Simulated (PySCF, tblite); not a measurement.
# C5H11BSSi: geometry, infrared bands and NMR shifts

What infrared bands and NMR shifts should C5H11BSSi (`C=C[Si]1(BSC)CC1`) show?

Computed with tblite 0.8.0 and PySCF 2.14.0, with density-fitted response routines of our own, on a single molecule in the gas phase. Atoms count from 0, in the outputs and in this text.

**1. The starting structure**

19 atoms, charge 0, multiplicity 1; geometry from: force field or distance geometry start.

Bonds of the start (Å): C0–C1 1.33, C1–Si2 1.85, Si2–B3 1.93, B3–S4 1.88, S4–C5 1.83, Si2–C6 1.90, C6–C7 1.48, C7–Si2 1.89, C0–H8 1.09, C0–H9 1.07, C1–H10 1.09, B3–H11 1.19, C5–H12 1.11, C5–H13 1.11, C5–H14 1.12, C6–H15 1.11, C6–H16 1.11, C7–H17 1.12, C7–H18 1.12.

**2. Geometry optimisation with GFN2-xTB**

The job: settings as JSON, then the geometry in Å.

```
{"job": {"kind": "relax", "xc": "GFN2-xTB", "basis": "xTB"}, "charge": 0, "multiplicity": 1}
C     -0.516200     2.252000     0.828700
C     -0.959400     1.197900     1.502200
Si    -0.673600    -0.526300     0.888200
B      1.104300    -1.261400     0.786000
S      2.603900    -0.162300     1.079200
C      2.781900     0.254500    -0.693500
C     -1.521500    -0.716500    -0.802200
C     -2.165900    -1.504600     0.274700
H     -0.692100     3.250600     1.217600
H     -0.008100     2.139500    -0.111200
H     -1.482000     1.329100     2.450000
H      1.251100    -2.406900     0.506300
H      1.864000     0.753000    -1.059100
H      2.992100    -0.663500    -1.285000
H      3.639400     0.959300    -0.808300
H     -2.114400     0.161400    -1.119300
H     -0.958500    -1.329500    -1.530200
H     -2.000600    -2.609300     0.201300
H     -3.154200    -1.107800     0.608400
```

On the command line:

```bash
OMP_NUM_THREADS=1 python probes_run.py task.json out
```

The driver reads the jobs from task.json and runs them one after another.

**Question.** This job is followed by: GFN2-xTB harmonic vibrations, gas phase; GIAO PBE0/pcSseg-1 NMR shielding, non-relativistic, gas phase. What will the session give for the following? strongest single infrared mode (GFN2-xTB); zero-point energy (GFN2-xTB); 13C shifts against TMS (PBE0/pcSseg-1, means over atoms taken as alike); 1H shifts against TMS (PBE0/pcSseg-1, means over atoms taken as alike); 29Si shifts against TMS (PBE0/pcSseg-1); 11B shifts against BF3·OEt2 (PBE0/pcSseg-1); 33S shifts against CS2 (PBE0/pcSseg-1).

The runs gave:

```
                                                               quantity                                         value
                              strongest single infrared mode (GFN2-xTB)                          985 cm⁻¹, 180 km/mol
                                           zero-point energy (GFN2-xTB)                                 91.9 kcal/mol
13C shifts against TMS (PBE0/pcSseg-1, means over atoms taken as alike)                  145.9, 144.4, 28.0, 11.1 ppm
 1H shifts against TMS (PBE0/pcSseg-1, means over atoms taken as alike)  8.14, 6.73, 6.53, 5.85, 2.59, 1.14, 1.04 ppm
                                29Si shifts against TMS (PBE0/pcSseg-1)                                    -143.2 ppm
                            11B shifts against BF3·OEt2 (PBE0/pcSseg-1)                                      79.5 ppm
                                 33S shifts against CS2 (PBE0/pcSseg-1)                                       169 ppm
```

Relaxing lowered the energy by 1.200 eV in 158 steps; the close pair that moved most is B3–S4, from 1.882 to 1.763 Å. All 51 modes are real, so the xTB geometry is a minimum. The strongest single mode, at 985 cm⁻¹, has its largest shares on H17, H16, H18 and H15 (the list is cut at 4 atoms). GFN2-xTB is a fitted tight-binding method: band positions and strengths are rough. Its intensities can rank the bands wrongly. The most deshielded carbon is C1 (alkene CH), at 145.9 ppm: the olefinic region. At PBE0/pcSseg-1: The widest tensor belongs to S4: span 636 ppm, with a paramagnetic part of -727 ppm.
